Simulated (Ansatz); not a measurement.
**BClH₂O₂ + H₂O: a complex and its separated parts**

The complex below is one end of an elementary step. How strongly is it bound against its free parts?

Method: PBE0-D4/def2-TZVP structures, single points in def2-TZVPP, no counterpoise correction; program: Ansatz 0.2.0, Gaussian basis.

Levels: SPW92, PBE-D4, BLYP-D4, r2SCAN-D4, B97M-V, PBE0-D4, B3LYP-D4, r2SCAN0-D4, BHLYP-D4, CAM-B3LYP-D4, wB97X-V, wB97M-V, B2PLYP, PBE-QIDH, RPA on PBE, Hartree-Fock, MP2, CCSD, CCSD(T).

Cores are frozen in the correlated methods. B3LYP uses VWN-RPA correlation. B2PLYP carries no dispersion term here.

94 further runs of the same task are left out: 94 set aside as unsound or not needed.

### Step 1. Where the work starts

The complex: 9 atoms, charge 0, spin multiplicity 1.

Atoms are counted from 1 here; the program's logs count them from 0.

Bond lengths: B1–O3 1.352 Å, B1–O4 1.354 Å, B1–Cl6 1.768 Å, O2–H5 0.959 Å, O2–H7 0.964 Å, O3–H8 0.960 Å, O4–H9 0.962 Å. Angles: O3–B1–O4 120.7°, O3–B1–Cl6 121.7°, O4–B1–Cl6 117.5°, H5–O2–H7 104.5°, B1–O3–H8 114.0°, B1–O4–H9 112.7°.

As a file:

```xyz
9
charge 0, multiplicity 1
B    -0.6492   -0.8250    0.0537
O     1.7923    2.0586    0.0140
O    -1.3658   -1.7745   -0.5888
O    -0.7223    0.4728   -0.3260
H     2.1535    1.6984    0.8263
Cl    0.4088   -1.2199    1.4145
H     0.9266    1.6437   -0.0704
H    -1.2404   -2.6606   -0.2420
H    -1.3035    0.6066   -1.0813
```

Its parts: BClH₂O₂ holds atoms 1, 3, 4, 6, 8, 9; H₂O holds atoms 2, 5, 7. Each part counts its atoms afresh in its own runs.

### Step 2. Relaxing BClH₂O₂ alone

Contents of relax-a/in.yaml:

```yaml
crystal:
  periodic: [false, false, false]
  atoms:
    - {symbol: B, position_ang: [-0.649213, -0.825025, 0.053720]}
    - {symbol: O, position_ang: [-1.365845, -1.774507, -0.588760]}
    - {symbol: O, position_ang: [-0.722346, 0.472831, -0.326015]}
    - {symbol: Cl, position_ang: [0.408782, -1.219943, 1.414505]}
    - {symbol: H, position_ang: [-1.240443, -2.660607, -0.241981]}
    - {symbol: H, position_ang: [-1.303471, 0.606601, -1.081308]}
basis:
  gaussian: {orbitals: def2-TZVP}
hamiltonian: {xc: pbe0, dispersion: d4}
relax: {f_tol: 0.005, max_steps: 200}
```

On the command line:

```
$ ansatz run in.yaml --threads 4 --pin off --events-out ev --progress --plain --max-ram 9574MiB
```

Further steps of the session: Relaxing H₂O alone; SPW92/def2-TZVPP; PBE-D4/def2-TZVPP; BLYP-D4/def2-TZVPP; r2SCAN-D4/def2-TZVPP; B97M-V/def2-TZVPP; PBE0-D4/def2-TZVPP; B3LYP-D4/def2-TZVPP; r2SCAN0-D4/def2-TZVPP; BHLYP-D4/def2-TZVPP; CAM-B3LYP-D4/def2-TZVPP; wB97X-V/def2-TZVPP; wB97M-V/def2-TZVPP; B2PLYP/def2-TZVPP; PBE-QIDH/def2-TZVPP; RPA on PBE/def2-TZVPP; CCSD(T)/def2-TZVPP; Vibrations of BClH₂O₂; Vibrations of H₂O.

**Question.** What will these runs give? Wanted: complex less parts, CCSD(T)/def2-TZVPP; with zero-point energy; largest T1 diagnostic.

The runs gave:

```
                              quantity         value
complex less parts, CCSD(T)/def2-TZVPP  -16.9 kJ/mol
                with zero-point energy  -11.4 kJ/mol
                 largest T1 diagnostic         0.011
```

What this shows: At CCSD(T) the complex lies 16.9 kJ/mol below its parts. Among the functionals PBE-QIDH lands nearest to CCSD(T) (+0.8 kJ/mol) and SPW92 farthest (-10.3 kJ/mol). By rung, the mean size of the error is: LDA 10.3, GGA 2.0, meta-GGA 1.2, hybrid 1.7, range-separated hybrid 1.7, double hybrid 1.1 kJ/mol. PBE-D4 gives a relative energy 2.5 kJ/mol too low, inside chemical accuracy (1 kcal/mol, 4.2 kJ/mol). No counterpoise was applied, and triple zeta lacks some correlation, so the CCSD(T) reference has a basis error of its own, and close matches with it are partly luck.
